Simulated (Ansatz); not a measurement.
# CH10ClInOSi3: relaxing the structure

The task is to find a stationary geometry of CH10ClInOSi3.

Program: Ansatz 0.2.0, Gaussian basis. Level of theory: RKS PBE0-D4/def2-TZVP. These are calculated values, not measurements.

Levels to be run: relaxation at PBE0-D4/def2-TZVP.

1 further run of the same task is left out (set aside as unsound or not needed).

### Step 1. The system as given

SMILES `OC(Cl)[SiH]([SiH3])[SiH2][InH2]`, 17 atoms, charge 0, spin multiplicity 1.

Atoms are counted from 1 here; the program's logs count them from 0.

Bond lengths: O1–C2 1.410 Å, O1–H8 0.970 Å, C2–Cl3 1.802 Å, C2–Si4 1.952 Å, C2–H9 1.093 Å, Si4–Si5 2.330 Å, Si4–Si6 2.358 Å, Si4–H10 1.488 Å, Si5–H11 1.464 Å, Si5–H12 1.465 Å, Si5–H13 1.464 Å, Si6–In7 2.585 Å, Si6–H14 1.479 Å, Si6–H15 1.476 Å, In7–H16 1.752 Å, In7–H17 1.747 Å. Angles: C2–O1–H8 108.7°, O1–C2–Cl3 108.6°, O1–C2–Si4 113.7°, O1–C2–H9 105.6°, Cl3–C2–Si4 110.4°, Cl3–C2–H9 105.7°, Si4–C2–H9 112.5°, C2–Si4–Si5 107.1°, C2–Si4–Si6 98.4°, C2–Si4–H10 98.0°, Si5–Si4–Si6 129.9°, Si5–Si4–H10 109.7°, Si6–Si4–H10 108.5°, Si4–Si5–H11 108.1°, Si4–Si5–H12 111.7°, Si4–Si5–H13 114.5°, H11–Si5–H12 107.7°, H11–Si5–H13 107.0° and more.

As a file:

```
atom     x (Å)     y (Å)     z (Å)
  O1  -0.02566  -2.07103   0.05025
  C2   0.58770  -1.01059  -0.64826
 Cl3   0.74989  -1.48211  -2.37984
 Si4  -0.36353   0.68607  -0.49035
 Si5   0.51847   2.11816  -2.10345
 Si6  -0.35319   0.86703   1.86098
 In7  -0.50350  -1.63475   2.49306
  H8  -0.88825  -2.25131  -0.35436
  H9   1.60854  -0.95537  -0.26058
 H10  -1.70547   0.21086  -0.92175
 H11   0.16626   3.49082  -1.73573
 H12   1.97941   2.03322  -2.16283
 H13   0.01153   1.89382  -3.45835
 H14   0.89315   1.54774   2.27474
 H15  -1.43490   1.77211   2.29506
 H16  -1.96250  -2.58554   2.29961
 H17   0.72207  -2.62911   3.24179
```

The start is a GFN2-xTB geometry. In takes the def2 core potential; no spin-orbit term is included.

### Step 2. Geometry optimisation, PBE0-D4/def2-TZVP

Input file in.yaml:

```yaml
crystal:
  periodic: [false, false, false]
  atoms:
    - {symbol: O, position_ang: [-0.025660, -2.071030, 0.050250]}
    - {symbol: C, position_ang: [0.587700, -1.010590, -0.648260]}
    - {symbol: Cl, position_ang: [0.749890, -1.482110, -2.379840]}
    - {symbol: Si, position_ang: [-0.363530, 0.686070, -0.490350]}
    - {symbol: Si, position_ang: [0.518470, 2.118160, -2.103450]}
    - {symbol: Si, position_ang: [-0.353190, 0.867030, 1.860980]}
    - {symbol: In, position_ang: [-0.503500, -1.634750, 2.493060]}
    - {symbol: H, position_ang: [-0.888250, -2.251310, -0.354360]}
    - {symbol: H, position_ang: [1.608540, -0.955370, -0.260580]}
    - {symbol: H, position_ang: [-1.705470, 0.210860, -0.921750]}
    - {symbol: H, position_ang: [0.166260, 3.490820, -1.735730]}
    - {symbol: H, position_ang: [1.979410, 2.033220, -2.162830]}
    - {symbol: H, position_ang: [0.011530, 1.893820, -3.458350]}
    - {symbol: H, position_ang: [0.893150, 1.547740, 2.274740]}
    - {symbol: H, position_ang: [-1.434900, 1.772110, 2.295060]}
    - {symbol: H, position_ang: [-1.962500, -2.585540, 2.299610]}
    - {symbol: H, position_ang: [0.722070, -2.629110, 3.241790]}
basis:
  gaussian: {orbitals: def2-TZVP}
hamiltonian: {xc: pbe0, dispersion: d4}
relax: {f_tol: 0.005, max_steps: 150}
```

The run is started by

```console
ansatz run in.yaml --threads 2 --pin off --events-out ev --progress --plain --max-ram 32768MiB --backend cuda --devices 0, --max-vram 18GiB
```

**Question.** What will the summary of the whole plan be? Wanted: point group; shift from the start; total energy; dispersion term; dipole moment.

The runs gave:

| quantity | value |
| --- | --- |
| point group | C1 |
| steps | 20 |
| shift from the start (rms) | 0.342 Å |
| total energy | -44561.4105 eV |
| dispersion term | -521 meV |
| dipole moment | 0.93 D |

What this shows: The atoms moved 0.34 Å (rms) from the start; the bond that changed most is C2–Si4, from 1.952 to 1.927 Å. No vibrations were run, so it is not proven to be a minimum. The largest Mulliken charge, -0.40 e, sits on O1.
